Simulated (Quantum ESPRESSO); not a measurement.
# Be2S (P-4m2) in Quantum ESPRESSO: energy-loss spectrum with PBE

Aim: the energy-loss spectrum of Be2S with PBE.

Program: Quantum ESPRESSO 7.5. These are calculated values, not measurements. Logs are shortened: lines on timing, memory, paths and dates and some standing lists are left out, and cuts for length are marked.

### 1 Starting point

Symmetry: P-4m2, No. 115, tetragonal system. The conventional cell has a = 3.158 Å, b = 3.158 Å, c = 3.940 Å, α = 90.00°, β = 90.00°, γ = 90.00°. Around Be (site symmetry 2mm) lie 2 S at 2.05 Å. S (site symmetry -4m2) is surrounded by 4 Be at 2.05 Å.

The cell was built by a generator and needn't be a form met in nature.

### 2 Energy-loss spectrum, PBE

File pw.in:

```
&CONTROL
  calculation = 'scf'
  prefix = 'pwscf'
  outdir = './tmp'
  pseudo_dir = './pseudo'
  tprnfor = .true.
  tstress = .true.
  disk_io = 'low'
/
&SYSTEM
  ibrav = 0
  celldm(1) = 8
  nat = 3
  ntyp = 2
  ecutwfc = 70
  nbnd = 13
  occupations = 'smearing'
  smearing = 'fd'
  degauss = 0.00367493
/
&ELECTRONS
  conv_thr = 6d-10
  electron_maxstep = 120
  mixing_beta = 0.5
/
ATOMIC_SPECIES
Be     9.0122 Be_ONCV_PBE-1.2.upf
S     32.0600 S_ONCV_PBE-1.2.upf
CELL_PARAMETERS alat
  0.7458678149168   0.0000000000000   0.0000000000000
  0.0000000000000   0.7458678149168   0.0000000000000
  0.0000000000000   0.0000000000000   0.9307775162115
ATOMIC_POSITIONS crystal
Be     0.0000000000    0.5000000000    0.1685400000
Be     0.5000000000    0.0000000000    0.8314600000
S      0.5000000000    0.5000000000    0.5000000000
K_POINTS automatic
6 6 4 1 1 1
```

File gamma.in:

```
&CONTROL
  calculation = 'bands'
  prefix = 'pwscf'
  outdir = './tmp'
  pseudo_dir = './pseudo'
  disk_io = 'low'
  verbosity = 'high'
/
&SYSTEM
  ibrav = 0
  celldm(1) = 8
  nat = 3
  ntyp = 2
  ecutwfc = 70
  nbnd = 13
  occupations = 'smearing'
  smearing = 'fd'
  degauss = 0.00367493
/
&ELECTRONS
  conv_thr = 1d-08
  electron_maxstep = 120
  mixing_beta = 0.5
  diago_full_acc = .true.
  startingwfc = 'random'
/
ATOMIC_SPECIES
Be     9.0122 Be_ONCV_PBE-1.2.upf
S     32.0600 S_ONCV_PBE-1.2.upf
CELL_PARAMETERS alat
  0.7458678149168   0.0000000000000   0.0000000000000
  0.0000000000000   0.7458678149168   0.0000000000000
  0.0000000000000   0.0000000000000   0.9307775162115
ATOMIC_POSITIONS crystal
Be     0.0000000000    0.5000000000    0.1685400000
Be     0.5000000000    0.0000000000    0.8314600000
S      0.5000000000    0.5000000000    0.5000000000
K_POINTS crystal
1
0.0 0.0 0.0 1
```

File scf2.in:

```
&CONTROL
  calculation = 'scf'
  prefix = 'pwscf'
  outdir = './tmp'
  pseudo_dir = './pseudo'
  tprnfor = .true.
  tstress = .true.
  disk_io = 'low'
/
&SYSTEM
  ibrav = 0
  celldm(1) = 8
  nat = 3
  ntyp = 2
  ecutwfc = 70
  nbnd = 13
  occupations = 'fixed'
/
&ELECTRONS
  conv_thr = 1d-11
  electron_maxstep = 120
  mixing_beta = 0.5
  startingpot = 'file'
/
ATOMIC_SPECIES
Be     9.0122 Be_ONCV_PBE-1.2.upf
S     32.0600 S_ONCV_PBE-1.2.upf
CELL_PARAMETERS alat
  0.7458678149168   0.0000000000000   0.0000000000000
  0.0000000000000   0.7458678149168   0.0000000000000
  0.0000000000000   0.0000000000000   0.9307775162115
ATOMIC_POSITIONS crystal
Be     0.0000000000    0.5000000000    0.1685400000
Be     0.5000000000    0.0000000000    0.8314600000
S      0.5000000000    0.5000000000    0.5000000000
K_POINTS automatic
6 6 4 1 1 1
```

File eels.in:

```
&LR_INPUT
  prefix = 'pwscf'
  outdir = './tmp'
  restart_step = 5000
  restart = .false.
/
&LR_CONTROL
  calculator = 'lanczos'
  approximation = 'TDDFT'
  q1 = 0.2695077404
  q2 = 0
  q3 = 0
  itermax = 200
/
```

File spectrum.in:

```
&LR_INPUT
  prefix = 'pwscf'
  outdir = './tmp'
  eels = .true.
  itermax0 = 200
  itermax = 20000
  extrapolation = 'osc'
  epsil = 0.02
  units = 1
  start = 0
  end = 40
  increment = 0.2
/
```

File spectrum_short.in:

```
&LR_INPUT
  prefix = 'pwscf'
  outdir = './tmp'
  eels = .true.
  itermax0 = 132
  itermax = 20000
  extrapolation = 'osc'
  epsil = 0.02
  units = 1
  start = 0
  end = 40
  increment = 0.2
/
```

Potentials or basis: SG15 PBE 1.2.

Started as:

```sh
$ OMP_NUM_THREADS=1 pw.x -in pw.in > pw.out
$ OMP_NUM_THREADS=1 pw.x -in gamma.in > gamma.out
$ OMP_NUM_THREADS=1 pw.x -in scf2.in > scf2.out
$ OMP_NUM_THREADS=1 turbo_eels.x -in eels.in > eels.out
$ OMP_NUM_THREADS=1 turbo_spectrum.x -in spectrum.in > spectrum.out
$ OMP_NUM_THREADS=1 turbo_spectrum.x -in spectrum_short.in > spectrum_short.out
```

pw.out:

```text
This program is part of the open-source Quantum ESPRESSO suite
     for quantum simulation of materials; please cite
[... 9 lines left out ...]
     --------------------
     sticks:   dense  smooth     PW     G-vecs:    dense   smooth      PW
     Sum         793     793    241                21007    21007    3341

     Using Slab Decomposition

     bravais-lattice index     =            0
     lattice parameter (alat)  =       8.0000  a.u.
     unit-cell volume          =     265.1182 (a.u.)^3
     number of atoms/cell      =            3
     number of atomic types    =            2
     number of electrons       =        14.00
     number of Kohn-Sham states=           13
     kinetic-energy cutoff     =      70.0000  Ry
     charge density cutoff     =     280.0000  Ry
     scf convergence threshold =      6.0E-10
     mixing beta               =       0.5000
     number of iterations used =            8  plain     mixing
     Exchange-correlation= PBE
                           (   1   4   3   4   0   0   0)

     celldm(1)=   8.000000  celldm(2)=   0.000000  celldm(3)=   0.000000
     celldm(4)=   0.000000  celldm(5)=   0.000000  celldm(6)=   0.000000

     crystal axes: (cart. coord. in units of alat)
               a(1) = (   0.745868   0.000000   0.000000 )
               a(2) = (   0.000000   0.745868   0.000000 )
               a(3) = (   0.000000   0.000000   0.930778 )

     reciprocal axes: (cart. coord. in units 2 pi/alat)
               b(1) = (  1.340720  0.000000  0.000000 )
               b(2) = (  0.000000  1.340720  0.000000 )
               b(3) = (  0.000000  0.000000  1.074371 )

     PseudoPot. # 1 for Be read from file:
     Be_ONCV_PBE-1.2.upf
     Pseudo is Norm-conserving, Zval =  4.0
     Generated using ONCVPSP code by D. R. Hamann
     Using radial grid of  602 points,  4 beta functions with:
                l(1) =   0
                l(2) =   0
                l(3) =   1
                l(4) =   1

     PseudoPot. # 2 for S  read from file:
     S_ONCV_PBE-1.2.upf
     Pseudo is Norm-conserving, Zval =  6.0
     Generated using ONCVPSP code by D. R. Hamann
     Using radial grid of  602 points,  4 beta functions with:
                l(1) =   0
                l(2) =   0
                l(3) =   1
                l(4) =   1

     atomic species   valence    mass     pseudopotential
     Be                4.00     9.01220     Be( 1.00)
     S                 6.00    32.06000     S ( 1.00)

      8 Sym. Ops. (no inversion) found

   Cartesian axes

     site n.     atom                  positions (alat units)
         1        Be     tau(   1) = (   0.0000000   0.3729339   0.1568732  )
         2        Be     tau(   2) = (   0.3729339   0.0000000   0.7739043  )
         3        S      tau(   3) = (   0.3729339   0.3729339   0.4653888  )

     number of k points=    12  Fermi-Dirac smearing, width (Ry)=  0.0037
                       cart. coord. in units 2pi/alat
        k(    1) = (   0.1117267   0.1117267   0.1342963), wk =   0.1111111
        k(    2) = (   0.1117267   0.1117267   0.4028890), wk =   0.1111111
        k(    3) = (   0.1117267   0.3351800   0.1342963), wk =   0.2222222
        k(    4) = (   0.1117267   0.3351800   0.4028890), wk =   0.2222222
        k(    5) = (   0.1117267   0.5586334   0.1342963), wk =   0.2222222
        k(    6) = (   0.1117267   0.5586334   0.4028890), wk =   0.2222222
        k(    7) = (   0.3351800   0.3351800   0.1342963), wk =   0.1111111
        k(    8) = (   0.3351800   0.3351800   0.4028890), wk =   0.1111111
        k(    9) = (   0.3351800   0.5586334   0.1342963), wk =   0.2222222
        k(   10) = (   0.3351800   0.5586334   0.4028890), wk =   0.2222222
        k(   11) = (   0.5586334   0.5586334   0.1342963), wk =   0.1111111
        k(   12) = (   0.5586334   0.5586334   0.4028890), wk =   0.1111111

     Dense  grid:    21007 G-vectors     FFT dimensions: (  32,  32,  40)

     Initial potential from superposition of free atoms

     starting charge      13.9399, renormalised to      14.0000
     Starting wfcs are random

     Self-consistent Calculation

     iteration #  1     ecut=    70.00 Ry     beta= 0.50
     Davidson diagonalization with overlap
     ethr =  1.00E-02,  avg # of iterations =  8.4

     Threshold (ethr) on eigenvalues was too large:
     Diagonalizing with lowered threshold

     Davidson diagonalization with overlap
     ethr =  2.94E-04,  avg # of iterations =  4.2

     total energy              =     -73.67541982 Ry
     estimated scf accuracy    <       0.04253885 Ry

     iteration #  2     ecut=    70.00 Ry     beta= 0.50
     Davidson diagonalization with overlap
     ethr =  3.04E-04,  avg # of iterations =  1.0

     total energy              =     -73.67790018 Ry
     estimated scf accuracy    <       0.00669508 Ry

     iteration #  3     ecut=    70.00 Ry     beta= 0.50
     Davidson diagonalization with overlap
     ethr =  4.78E-05,  avg # of iterations =  2.2

     total energy              =     -73.67813174 Ry
     estimated scf accuracy    <       0.00068391 Ry

     iteration #  4     ecut=    70.00 Ry     beta= 0.50
     Davidson diagonalization with overlap
     ethr =  4.89E-06,  avg # of iterations =  3.8

     total energy              =     -73.67817268 Ry
     estimated scf accuracy    <       0.00001379 Ry

     iteration #  5     ecut=    70.00 Ry     beta= 0.50
     Davidson diagonalization with overlap
     ethr =  9.85E-08,  avg # of iterations =  2.6

     total energy              =     -73.67817680 Ry
     estimated scf accuracy    <       0.00000038 Ry

     iteration #  6     ecut=    70.00 Ry     beta= 0.50
     Davidson diagonalization with overlap
     ethr =  2.74E-09,  avg # of iterations =  2.8

     total energy              =     -73.67817695 Ry
     estimated scf accuracy    <       0.00000004 Ry

     iteration #  7     ecut=    70.00 Ry     beta= 0.50
     Davidson diagonalization with overlap
     ethr =  2.89E-10,  avg # of iterations =  2.1

     total energy              =     -73.67817695 Ry
     estimated scf accuracy    <          2.0E-09 Ry

     iteration #  8     ecut=    70.00 Ry     beta= 0.50
     Davidson diagonalization with overlap
     ethr =  1.41E-11,  avg # of iterations =  2.7

     End of self-consistent calculation

          k = 0.1117 0.1117 0.1343 (  2603 PWs)   bands (ev):

   -93.8916 -93.8896  -8.1542   0.9118   3.5465   3.8235   4.6944  11.2092
    11.9467  12.0760  12.4087  15.1528  15.4095

          k = 0.1117 0.1117 0.4029 (  2615 PWs)   bands (ev):

   -93.8916 -93.8896  -7.9063  -0.9629   4.0860   4.1486   7.0725   9.9683
    10.3693  11.7239  12.5214  15.8503  16.6777

          k = 0.1117 0.3352 0.1343 (  2610 PWs)   bands (ev):

   -93.8913 -93.8899  -7.7474   1.1816   1.5823   4.0840   5.1625   9.5067
    11.9029  12.5494  13.3729  14.6742  15.6269

          k = 0.1117 0.3352 0.4029 (  2620 PWs)   bands (ev):

   -93.8913 -93.8899  -7.5020  -0.4890   1.8773   4.4260   6.0530   9.4583
    10.9781  12.6861  14.6111  15.6174  16.7164

          k = 0.1117 0.5586 0.1343 (  2625 PWs)   bands (ev):

   -93.8908 -93.8903  -7.2385  -0.2498   1.8541   4.5465   5.8204   7.6311
    11.3072  12.4162  13.2128  14.3810  16.5450

          k = 0.1117 0.5586 0.4029 (  2622 PWs)   bands (ev):

   -93.8908 -93.8903  -6.9995   0.1269   0.2606   4.5368   4.8060   9.8957
    12.0368  13.0912  13.6080  14.8583  16.1469

          k = 0.3352 0.3352 0.1343 (  2624 PWs)   bands (ev):

   -93.8911 -93.8900  -7.3538   1.5234   1.8212   2.1945   5.5706   9.2600
    10.3511  12.1638  14.1332  15.1008  15.8551

          k = 0.3352 0.3352 0.4029 (  2624 PWs)   bands (ev):

   -93.8911 -93.8900  -7.1064  -0.0549   2.1753   2.3735   5.9531   8.6517
    11.0654  12.1026  14.5708  15.9578  16.2157

          k = 0.3352 0.5586 0.1343 (  2623 PWs)   bands (ev):

   -93.8907 -93.8903  -6.8665   0.2629   2.1428   2.5764   5.9526   7.9467
     9.6334  11.9778  12.9267  15.0500  15.4962

          k = 0.3352 0.5586 0.4029 (  2633 PWs)   bands (ev):

   -93.8907 -93.8903  -6.6177   0.5209   0.6493   2.7732   5.1017   8.8846
    10.0806  11.8144  12.9380  16.2893  16.5481

          k = 0.5586 0.5586 0.1343 (  2625 PWs)   bands (ev):

   -93.8906 -93.8904  -6.4133   0.9212   1.0605   2.5303   5.4177   8.4026
     9.3322  10.3926  12.6191  13.8904  14.2087

          k = 0.5586 0.5586 0.4029 (  2640 PWs)   bands (ev):

   -93.8906 -93.8904  -6.1506   0.9459   1.1812   1.2390   5.7742   7.9061
     8.3931   9.8143  13.1755  16.7807  16.9377

     the Fermi energy is     7.3343 ev

!    total energy              =     -73.67817695 Ry
     estimated scf accuracy    <          2.1E-10 Ry
     smearing contrib. (-TS)   =      -0.00002852 Ry
     internal energy E=F+TS    =     -73.67814843 Ry

     The total energy is F=E-TS. E is the sum of the following terms:
     one-electron contribution =     -29.06929013 Ry
     hartree contribution      =       9.32786079 Ry
     xc contribution           =     -12.83551565 Ry
     ewald contribution        =     -41.10120344 Ry

     convergence has been achieved in   8 iterations

     Forces acting on atoms (cartesian axes, Ry/au):

     atom    1 type  1   force =     0.00000000    0.00000000    0.00130737
     atom    2 type  1   force =     0.00000000    0.00000000   -0.00130737
     atom    3 type  2   force =     0.00000000    0.00000000    0.00000000

     Total force =     0.001849     Total SCF correction =     0.000008

     Computing stress (Cartesian axis) and pressure

          total   stress  (Ry/bohr**3)                   (kbar)     P=        0.84
  -0.00000349  -0.00000000   0.00000000           -0.51       -0.00        0.00
  -0.00000000  -0.00000349   0.00000000           -0.00       -0.51        0.00
   0.00000000   0.00000000   0.00002420            0.00        0.00        3.56

=------------------------------------------------------------------------------=
   JOB DONE.
=------------------------------------------------------------------------------=
```

Run time: 3.3 min. Hardware: 1 thread of Arm Neoverse V1, shared host; peak memory 0.44 GiB.

Results:

```
Free energy                      : -1002.4426 eV
Pressure                         : 0.1 GPa
Largest force                    : 0.034 eV/Å
Peak of the energy-loss function : 20.2 eV
```

Forces in eV/Å, atoms in the order of the input:
```
Be   0.000  0.000  0.034
Be   0.000  0.000 -0.034
S    0.000  0.000  0.000
```

Stress tensor (GPa, compression positive):
```
-0.05  0.00  0.00
 0.00 -0.05  0.00
 0.00  0.00  0.36
```

Levels at points of the mesh, in eV from the valence-band top:
```csv
k point,band 5,band 6,band 7,band 8,band 9,band 10
"(0.08, 0.08, 0.12)",-3.53,-3.25,-2.38,4.14,4.87,5.00
```

Energy-loss function at q = [0.4, 0.0, 0.0] (Å⁻¹, cartesian):
```
energy (eV)   loss
        0.0  0.000
        1.8  0.004
        3.4  0.011
        5.2  0.060
        7.0  0.109
        8.6  0.166
       10.4  0.258
       12.2  0.405
       13.8  0.618
       15.6  1.017
       17.4  1.639
       19.0  2.219
       20.8  2.330
       22.4  1.828
       24.2  1.125
       26.0  0.626
       27.6  0.369
       29.4  0.216
       31.2  0.139
       32.8  0.103
       34.6  0.080
       36.4  0.067
       38.0  0.059
       39.8  0.053
```

Caveat: the Lanczos chain is short for so many electrons, so humps in the spectrum may be artefacts.
